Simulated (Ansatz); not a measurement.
# C (Graphite): the cost of one run

All numbers are computed with Ansatz 0.2.0, driven from Python. Level of theory: DFT r2SCAN, plane waves, PAW.

**1. Starting point**

The structure is orthorhombic, space group Fmmm (No. 69). The conventional cell has a = 2.456 Å, b = 4.254 Å, c = 6.696 Å, α = 90.00°, β = 90.00°, γ = 90.00°. Around C (site symmetry m2m) lie 3 C at 1.42 Å.

No structure file is read: the coordinates are typed or built in the script.

**2. The code**

Input file run_elastic.py:

```python
# -*- coding: utf-8 -*-
"""Elastic constants of C."""

from dataclasses import replace
import warnings

import ansatz as az
import numpy as np

warnings.simplefilter("ignore", az.DeckWarning)

xtal = (
    az.Lattice.from_parameters(2.456, 4.254, 6.696, alpha=90, beta=90, gamma=90)
    .space_group(69, hermann_mauguin="Fmmm")
    .atom("C", (0.5, 2 / 3, 0.0))
    .primitive()
)

calculation = (
    xtal.calculation()
    .basis(45 * az.Ry)
    .occupations("Fermi-Dirac", width=50 * az.meV)
    .functional("r2SCAN")
    .kpoints(21, 21, 21)
)
# relax, then strain
rest = calculation.relax(cell=True).run(threads=1).lattice
relaxed = az.Crystal(lattice=az.Lattice.of(rest.cell_ang))
for site in rest.sites:
    relaxed = relaxed.atom(site.symbol, site.position_frac)
calculation = replace(calculation, crystal=relaxed)
print("relaxed volume {:.3f} A^3".format(abs(np.linalg.det(rest.cell_ang))))
result = calculation.elastic("clamped-ion").run(threads=1)
elastic = result.elastic

C = np.asarray(elastic.c_gpa)
for i in range(6):
    for j in range(i, 6):
        if abs(C[i, j]) > 0.05:
            print(f"C{i + 1}{j + 1} = {C[i, j]:.1f} GPa")
print("smallest eigenvalue of C:", round(elastic.stability.min_eigenvalue_gpa, 1), "GPa; tensor positive definite:", elastic.stability.min_eigenvalue_gpa > 0)
# averaged moduli need a positive definite tensor
if elastic.stability.min_eigenvalue_gpa > 0:
    m = elastic.moduli
    anisotropy = 5 * m.g_voigt_gpa / m.g_reuss_gpa + m.k_voigt_gpa / m.k_reuss_gpa - 6
    print(f"Voigt K {m.k_voigt_gpa:.1f} G {m.g_voigt_gpa:.1f}; Reuss K {m.k_reuss_gpa:.1f} G {m.g_reuss_gpa:.1f}; universal anisotropy index {anisotropy:.3f}")
```

**3. What the engine is handed**

The engine receives this input (first run):

```yaml
crystal:
  lattice:
    a: 2.456
    b: 4.254
    c: 6.696
    alpha: 90.0
    beta: 90.0
    gamma: 90.0
  space_group: 69
  setting:
    hermann_mauguin: Fmmm
  atoms:
    - { symbol: C, position: [0.5, 0.6666666666666666, 0.0] }
  reduce_to_primitive: true
basis:
  ecutwfc: 612.25619053473
kpoints:
  mp_grid:
    grid: [21, 21, 21]
hamiltonian:
  xc: r2scan
scf:
  occupations:
    method: fermi_dirac
    width: 0.05
relax:
  cell: {}
```

**4. Running it**

On the command line:

```bash
python run_elastic.py
```

What time and memory should one allow on 1 thread of Arm Neoverse V1, shared host?

About 26 min, with a peak of 1.2 GiB.
